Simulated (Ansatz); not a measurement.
Predict the output of the script below (Ansatz's Python interface).

Script `methods.py`:
```python
"""One geometry of C3H5FSe, method by method."""

from pathlib import Path

import ansatz as az
import numpy as np

config = {
    "basis": "def2-SVP",
}

GEOMETRY = """
F    -1.52920   -0.85400   -1.30110
C    -1.14640   -0.08030   -0.22310
C     0.13440   -0.61600    0.31610
C     1.08250    0.61810    0.00460
Se   -0.43300    1.63630   -0.80160
H    -1.93010    0.03870    0.55350
H     0.13360   -0.79560    1.42900
H     0.55810   -1.49910   -0.22830
H     1.40780    1.11360    0.96590
H     1.80540    0.38720   -0.71210
"""

c3h5fse = az.Crystal.molecule()
for line in GEOMETRY.strip().splitlines():
    symbol, *xyz = line.split()
    c3h5fse = c3h5fse.atom(symbol, [float(v) for v in xyz])

model = c3h5fse.calculation().basis(gaussian=config["basis"])

print("functional    E (Ha)        dipole (D)   HOMO (eV)  LUMO (eV)")
for name in ["lc_wpbe", "r2scan0", "b3lyp", "revpbe"]:
    rep = model.functional(name).forces().orbitals().run(runs_dir="runs").report
    lines = Path(rep["orbitals_path"]).read_text().splitlines()
    field_of = lambda key: [line.split("=")[1].strip() for line in lines if line.startswith(key)]
    orbitals = [(27.211386 * float(e), s, float(n)) for e, s, n in zip(field_of("Ene="), field_of("Spin="), field_of("Occup="))]
    homo = max(e for e, _, n in orbitals if n > 0.5)
    lumo = min(e for e, _, n in orbitals if n < 0.5)
    dipole = 4.803205 * np.linalg.norm(rep["charge_distribution"]["dipole_moment_e_ang"])
    print(f"{name:10s} {rep['free_energy_ev'] / 27.211386246:14.6f} {dipole:9.3f} {homo:11.3f} {lumo:10.3f}")
```

```console
$ python methods.py
functional    E (Ha)        dipole (D)   HOMO (eV)  LUMO (eV)
lc_wpbe      -2617.770125     2.320      -9.152      1.895
r2scan0      -2618.069206     2.424      -6.631     -0.414
b3lyp        -2618.256797     2.208      -6.143     -0.649
revpbe       -2617.960599     2.093      -5.160     -1.298
```

What to keep in mind:
- Total energies depend on the basis set; only differences at equal settings carry meaning.
- The geometry is a force-field or estimated start, not a minimum of this method, and the basis set is short of its limit. A lower total doesn't mark the better method: functionals have no common bound, and MP2 and coupled cluster aren't variational.
- b3lyp holds the VWN-RPA fit, as in Gaussian; the form of ORCA and Turbomole is b3lyp5.
- Levels such as HOMO and LUMO are orbital energies: with these approximate functionals they aren't the ionisation energy and electron affinity, and their gap isn't the fundamental gap.
- Run time: 21 s on 1 thread of Arm Neoverse V2 (shared host), peak memory 0.35 GiB.

(Lines on the test bed's own set-up are left out of the output.)
